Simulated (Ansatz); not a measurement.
# C: an axial (c/a) deformation path

The task, for C: look for other minima along an axial (c/a) path.

Computed with Ansatz 0.2.0 (DFT LDA, scalar-relativistic, plane waves, PAW, unless a step's input says otherwise).

### 1 The structure to begin with

The structure is orthorhombic, space group Fmmm (No. 69). The conventional cell has a = 2.456 Å, b = 4.254 Å, c = 6.696 Å, α = 90.00°, β = 90.00°, γ = 90.00°. C (site symmetry m2m) is surrounded by 3 C at 1.42 Å.

Coordinates:

```
CELL_PARAMETERS angstrom
0.00000 2.12700 3.34800
1.22800 0.00000 3.34800
1.22800 2.12700 0.00000
ATOMIC_POSITIONS crystal
C 0.16667 0.83333 0.16667
C 0.83333 0.16667 0.83333
```

No relaxation comes first: the listed cell is the starting point.

### 2 The undisturbed cell

Contents of input.yaml:

```yaml
crystal:
  lattice:
    - [0.0, 2.127, 3.348]
    - [1.228, 0.0, 3.348]
    - [1.228, 2.127, 0.0]
  atoms:
    - { symbol: C, position: [0.16667, 0.83333, 0.16667] }
    - { symbol: C, position: [0.83333, 0.16667, 0.83333] }
basis:
  ecutwfc: 420
kpoints:
  mp_grid: { grid: [14, 14, 14] }
hamiltonian:
  xc: lda
scf:
  occupations: { method: gaussian, width: 0.05 }
output:
  forces: true
  stress: true
  eigenvalues: true
```

Started as:

```
ansatz run input.yaml --threads 1 --pin off --max-ram 2560MiB --backend cpu --events-out ev --progress --plain --runs-dir out
```

### 3 Setting up an axial (c/a) deformation path

At fixed volume and fractional coordinates, lengths along (0.000, 0.000, 1.000) are scaled against those across it; ρ is that ratio over its starting value.

### 4 At ρ = 0.850

input.yaml: that of step 2 with these lines changed.

```diff
@@ -2,5 +2,5 @@
   lattice:
-    - [0.0, 2.127, 3.348]
-    - [1.228, 0.0, 3.348]
-    - [1.228, 2.127, 0.0]
+    - [0.0, 2.2454041173, 3.0042176949]
+    - [1.2963593117, 0.0, 3.0042176949]
+    - [1.2963593117, 2.2454041173, 0.0]
   atoms:
```

### 5 At ρ = 1.200

input.yaml: that of step 4 with these lines changed.

```diff
@@ -2,5 +2,5 @@
   lattice:
-    - [0.0, 2.2454041173, 3.0042176949]
-    - [1.2963593117, 0.0, 3.0042176949]
-    - [1.2963593117, 2.2454041173, 0.0]
+    - [0.0, 2.0015836334, 3.7807063496]
+    - [1.1555922435, 0.0, 3.7807063496]
+    - [1.1555922435, 2.0015836334, 0.0]
   atoms:
```

### 6 Point ρ = 0.920

input.yaml: that of step 5 with these lines changed.

```diff
@@ -2,5 +2,5 @@
   lattice:
-    - [0.0, 2.0015836334, 3.7807063496]
-    - [1.1555922435, 0.0, 3.7807063496]
-    - [1.1555922435, 2.0015836334, 0.0]
+    - [0.0, 2.1869467782, 3.1669703753]
+    - [1.2626096115, 0.0, 3.1669703753]
+    - [1.2626096115, 2.1869467782, 0.0]
   atoms:
```

### 7 ρ = 1.100

input.yaml: that of step 6 with these lines changed.

```diff
@@ -2,5 +2,5 @@
   lattice:
-    - [0.0, 2.1869467782, 3.1669703753]
-    - [1.2626096115, 0.0, 3.1669703753]
-    - [1.2626096115, 2.1869467782, 0.0]
+    - [0.0, 2.0604872342, 3.5676362887]
+    - [1.189599588, 0.0, 3.5676362887]
+    - [1.189599588, 2.0604872342, 0.0]
   atoms:
```

### 8 At ρ = 0.960

input.yaml: that of step 7 with these lines changed.

```diff
@@ -2,5 +2,5 @@
   lattice:
-    - [0.0, 2.0604872342, 3.5676362887]
-    - [1.189599588, 0.0, 3.5676362887]
-    - [1.189599588, 2.0604872342, 0.0]
+    - [0.0, 2.1561406074, 3.258113965]
+    - [1.2448240084, 0.0, 3.258113965]
+    - [1.2448240084, 2.1561406074, 0.0]
   atoms:
```

### 9 Point ρ = 1.050

input.yaml: that of step 8 with these lines changed.

```diff
@@ -2,5 +2,5 @@
   lattice:
-    - [0.0, 2.1561406074, 3.258113965]
-    - [1.2448240084, 0.0, 3.258113965]
-    - [1.2448240084, 2.1561406074, 0.0]
+    - [0.0, 2.0926875483, 3.4586900833]
+    - [1.2081900843, 0.0, 3.4586900833]
+    - [1.2081900843, 2.0926875483, 0.0]
   atoms:
```

### 10 ρ = 0.800

input.yaml: that of step 9 with these lines changed.

```diff
@@ -2,5 +2,5 @@
   lattice:
-    - [0.0, 2.0926875483, 3.4586900833]
-    - [1.2081900843, 0.0, 3.4586900833]
-    - [1.2081900843, 2.0926875483, 0.0]
+    - [0.0, 2.2912412928, 2.8852189369]
+    - [1.3228228997, 0.0, 2.8852189369]
+    - [1.3228228997, 2.2912412928, 0.0]
   atoms:
@@ -20 +20,5 @@
   eigenvalues: true
+  write_density: true
+  write_potential: true
+  elf: true
+  volumetric_format: npy
```

### 11 ρ = 1.300

Contents of input.yaml:

```yaml
crystal:
  lattice:
    - [0.0, 1.9488857157, 3.9879314476]
    - [1.1251676816, 0.0, 3.9879314476]
    - [1.1251676816, 1.9488857157, 0.0]
  atoms:
    - { symbol: C, position: [0.16667, 0.83333, 0.16667] }
    - { symbol: C, position: [0.83333, 0.16667, 0.83333] }
basis:
  ecutwfc: 420
kpoints:
  mp_grid: { grid: [14, 14, 14] }
hamiltonian:
  xc: lda
scf:
  occupations: { method: gaussian, width: 0.05 }
output:
  forces: true
  stress: true
  eigenvalues: true
```

(Steps that only read results are left out.)

Q: Predict the outcome of this session. Wanted: highest point.

The runs gave:

| quantity | value |
| --- | --- |
| highest point | 556.9 meV/atom at ρ = 1.300 |

The undisturbed cell stays the lowest of the sampled points. No sampled point inside the path is a dip, apart from those named. The gap on the mesh, 0.33 eV at the start, reads zero at ρ = 0.800.
